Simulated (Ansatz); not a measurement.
# NaAsH (quartet): from Hartree-Fock to the top rungs, cc-pVDZ

How much of the correlation energy of NaAsH (quartet) does each wave-function method recover here?

The runs use Ansatz 0.2.0, Gaussian basis; cc-pVDZ, core rule «outside noble gas», up to 19 orbitals frozen.

The runs, in order: UHF; CCSD(T) on ROHF; CCSD(T) on UHF; BCCD(T) on ROHF; CISD; CCSDT(Q) on ROHF; CCSDT(Q) on UHF.

43 further runs of the same task are left out: 15 for a known fault of the program, 14 that didn't finish, 14 set aside as unsound or not needed.

## (1) The geometry

The geometry is a PBE0/def2-TZVP stationary point (not a proven minimum). No spin-orbit coupling is included. The filled d shell of As may be among the frozen orbitals whatever the setting's name suggests; the logs give the count.

3 atoms, charge 0, spin multiplicity 4.

Atoms are counted from 1 here; the program's logs count them from 0.

Bond lengths: As1–H3 1.537 Å.

## (2) UHF

The input, in.yaml:

```yaml
crystal:
  periodic: [false, false, false]
  atoms:
    - {symbol: As, position_ang: [0.000000, 0.000000, 0.777033]}
    - {symbol: Na, position_ang: [0.000000, 0.000000, -3.091467]}
    - {symbol: H, position_ang: [0.000000, 0.000000, 2.314433]}
basis:
  gaussian: {orbitals: cc-pVDZ}
magnetization: {spin_polarized: true, initial_magnetization: 3}
hamiltonian: {xc: hf}
output: {orbitals: {seedname: orbitals}}
```

The run is started by

```sh
ansatz run in.yaml --threads 1 --pin off --events-out ev --progress --plain --max-ram 2393MiB
```

The runs that follow: CCSD(T) on ROHF; CCSD(T) on UHF; BCCD(T) on ROHF; CISD; CCSDT(Q) on ROHF; CCSDT(Q) on UHF.

Q: Predict the results of all the runs planned. Wanted: UCCSDT(Q) below the RHF energy; RMP2 from UCCSDT(Q); UMP2 from UCCSDT(Q); RCCSD from UCCSDT(Q); RCCSD(T) from UCCSDT(Q); UCCSD(T) from UCCSDT(Q); RCCSDT(Q) from UCCSDT(Q); T1 diagnostic.

The runs gave:

```
                         quantity                                                   value
   UCCSDT(Q) below the RHF energy                                              -2.8341 eV
              RMP2 from UCCSDT(Q)                                              +616.3 meV
              UMP2 from UCCSDT(Q)                                              +623.7 meV
             RCCSD from UCCSDT(Q)                                               +75.7 meV
          RCCSD(T) from UCCSDT(Q)                                               +23.9 meV
          UCCSD(T) from UCCSDT(Q)                                               +14.1 meV
         RCCSDT(Q) from UCCSDT(Q)                                                +9.3 meV
levels within 1 kcal/mol (43 meV)  RCCSD(T), UCCSD(T), BCCD(T), RCCSDT, UCCSDT, RCCSDT(Q)
                    T1 diagnostic                                                   0.019
```

**Reading.** RCCSD(T) lands +23.9 meV from the yardstick (0.8 % of the correlation energy). These misses are within one basis, not against nature; the frozen cores of restricted and unrestricted runs differ, which can shift their rows.
